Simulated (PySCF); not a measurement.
# C2H6AlN: the cost of one run

Computed with PySCF 2.14.0, with density-fitted response routines of our own, on a single molecule in the gas phase. Atoms count from 0, in the outputs and in this text.

## 1. The molecule as given

10 atoms, charge 0, multiplicity 1; geometry from: GFN2-xTB. The atoms were then displaced at random by about 0.01 Å, so the start is not that level's minimum.

Bonds of the start (Å): C0–C1 1.24, C1–Al2 1.98, Al2–N3 2.02, C0–H4 1.03, Al2–H5 1.57, Al2–H6 1.55, N3–H7 1.03, N3–H8 0.99, N3–H9 1.03.

## 2. Relaxing the molecule at PBE0-D3(BJ)/def2-SVP

Job settings and geometry (Å):

```
{"job": {"xc": "PBE0", "basis": "def2-SVP", "d3": "d3bj", "grid": 1, "shake": 0.01, "kind": "geom"}, "charge": 0, "multiplicity": 1}
C      2.646060    -0.515770     0.154290
C      1.517580     0.009690     0.158180
Al    -0.179780     1.024870     0.222790
N     -1.371440    -0.529610    -0.280320
H      3.574690    -0.955240     0.124750
H     -0.804440     1.376820     1.615740
H     -0.522970     1.996660    -0.939040
H     -2.368760    -0.257260    -0.318590
H     -1.135610    -0.885190    -1.170070
H     -1.304890    -1.285910     0.411220
```

The run is started by

```console
> OMP_NUM_THREADS=1 python probes_run.py task.json out
```

The driver reads the jobs from task.json and runs them one after another.

Q: Estimate the wall time and peak memory of this first job on 1 thread of AMD EPYC 7R43, shared host.

About 37 s, with a peak of 0.38 GiB.
